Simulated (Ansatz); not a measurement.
# LiBH: the cost of one run

Method: DFT PBE, scalar-relativistic, plane waves, PAW, in Ansatz 0.2.0.

## (1) The system as given

It takes space group P3m1 (No. 156, trigonal). The conventional cell has a = 2.462 Å, b = 2.462 Å, c = 17.000 Å, α = 90.00°, β = 90.00°, γ = 120.00°. Around Li (site symmetry 3m) lie 3 H at 1.68 Å and 3 B at 2.08 Å. B (site symmetry 3m) is surrounded by 3 Li at 2.08 Å. Around H (site symmetry 3m) lie 3 Li at 1.68 Å.

Coordinates:

```
CELL_PARAMETERS angstrom
2.46159 0.00000 0.00000
-1.23080 2.13180 0.00000
0.00000 0.00000 17.00000
ATOMIC_POSITIONS crystal
Li 0.00000 0.00000 0.48129
B 0.66667 0.33333 0.57096
H 0.33333 0.66667 0.42904
```

The cell is invented: Janus sheet modelled on a layer of LaSb2, with Li on the La sites and H on the Sb sites. Its size is a rough estimate.

It is a sheet, periodic along a and b, with vacuum along c; volumes and pressures of the box carry no meaning, and space groups named for it are those of the box.

## (2) The guess as it stands, on a coarse mesh

input.yaml

```yaml
crystal:
  lattice:
    - [2.46159328, 0.0, 0.0]
    - [-1.23079638, 2.13180228, 0.0]
    - [0.0, 0.0, 17.0]
  atoms:
    - { symbol: Li, position: [0.0, 0.0, 0.48129412] }
    - { symbol: B, position: [0.66666667, 0.33333333, 0.57095922] }
    - { symbol: H, position: [0.33333333, 0.66666667, 0.42904078] }
  periodic: [true, true, false]
basis:
  ecutwfc: 420
kpoints:
  mp_grid: { grid: [12, 12, 1] }
hamiltonian:
  xc: pbe
scf:
  occupations: { method: gaussian, width: 0.1 }
  lower_state_search: "off"
output:
  forces: true
  stress: true
  eigenvalues: true
```

On the command line:

```bash
ansatz run input.yaml --threads 1 --pin off --max-ram 2048MiB --backend cpu --events-out ev --progress --plain --runs-dir out
```

**Question.** How long does this run take on 1 thread of AMD EPYC 9R45 (Zen 5), shared host, and how much memory does it need?

About 1.4 s, with a peak of 0.42 GiB.
